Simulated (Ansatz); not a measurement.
Working through a calculation of the elastic constants of Al, space group P6_3/mmc

Computed with the Python package of Ansatz (0.2.0).

Input file `al.vasp`:
```text
Al
1.0
   2.82707702    0.00000000    0.00000000
  -1.41353851    2.44832052    0.00000000
   0.00000000    0.00000000    9.18599307
Al
4
Direct
   0.00000000    0.00000000    0.00000000
   0.33333333    0.66666667    0.25000000
   0.00000000    0.00000000    0.50000000
   0.66666667    0.33333333    0.75000000
```

Notebook, run cell by cell (the value of a cell's last expression is shown):

In [1]:
```python
from dataclasses import replace
import warnings

import ansatz as az
from ase.io import read
import numpy as np
```

In [2]:
```python
warnings.simplefilter("ignore", az.DeckWarning)
```

In [3]:
```python
atoms = read("al.vasp", format="vasp")
xtal = az.Crystal.from_ase(atoms)
```

In [4]:
```python
len(xtal.resolved().sites)
```
Out [4]:
```text
4
```

In [5]:
```python
base = (
    xtal.calculation()
    .basis(420)
    .occupations("Fermi-Dirac")
    .functional("lda")
    .pseudopotentials("paw")
    .kpoints(18, 18, 5)
)
# first bring the cell to zero stress
rest = base.relax(cell=True).run(threads=1, backend="cpu").lattice
relaxed = az.Crystal(lattice=az.Lattice.of(rest.cell_ang))
for site in rest.sites:
    relaxed = relaxed.atom(site.symbol, site.position_frac)
base = replace(base, crystal=relaxed)
print("relaxed volume {:.3f} A^3".format(abs(np.linalg.det(rest.cell_ang))))
out = base.elastic("relaxed_ion").run(threads=1, backend="cpu")
elastic = out.elastic
```
```text
relaxed volume 63.451 A^3
```

In [6]:
```python
print(np.array2string(np.round(elastic.c_gpa, 1) + 0.0, suppress_small=True))
print("Voigt stress of the unstrained cell (GPa, tension positive):", np.round(elastic.sigma0_gpa, 3) + 0.0)
print("smallest eigenvalue of C:", round(elastic.stability.min_eigenvalue_gpa, 1), "GPa; tensor positive definite:", elastic.stability.min_eigenvalue_gpa > 0)
# averaged moduli need a positive definite tensor
if elastic.stability.min_eigenvalue_gpa > 0:
    m = elastic.moduli
    print(f"K = {m.k_hill_gpa:.1f}, G = {m.g_hill_gpa:.1f}, E = {m.youngs_gpa:.1f} GPa, Poisson ratio {m.poisson:.3f}, K/G = {m.k_hill_gpa / m.g_hill_gpa:.2f}")
    S = np.linalg.inv(elastic.c_gpa)
    print("Young modulus along x, y, z (GPa):", np.round(1 / np.diag(S)[:3], 1))
    print("linear compressibility along x, y, z (1/TPa):", np.round(1000 * S[:3, :3].sum(axis=1), 2))
```
```text
[[129.2  58.3  61.6   0.    0.    0. ]
 [ 58.3 129.2  61.6   0.    0.    0. ]
 [ 61.7  61.7 125.2   0.    0.    0. ]
 [  0.    0.    0.   28.    0.    0. ]
 [  0.    0.    0.    0.   28.    0. ]
 [  0.    0.    0.    0.    0.   35.5]]
Voigt stress of the unstrained cell (GPa, tension positive): [ 0.     0.    -0.034  0.     0.     0.   ]
smallest eigenvalue of C: 28.0 GPa; tensor positive definite: True
K = 83.0, G = 31.6, E = 84.1 GPa, Poisson ratio 0.331, K/G = 2.62
Young modulus along x, y, z (GPa): [91.  91.  84.7]
linear compressibility along x, y, z (1/TPa): [4.01 4.01 4.04]
```

What to keep in mind:
- A positive definite tensor excludes instabilities under uniform strain alone; phonons elsewhere in the zone can still be imaginary.
- This isn't the structure that Al takes at ambient conditions.
- Shear constants of a metal converge slowly with the k-point mesh and can be wrong in sign on a coarse one; the constants belong to the cell that was strained.
- Wall time of the script: 5.2 min on 1 thread of Arm Neoverse V2 (shared host), peak memory 0.74 GiB.

(A comment or docstring line of the script was reworded after the run, the code is as it ran.)
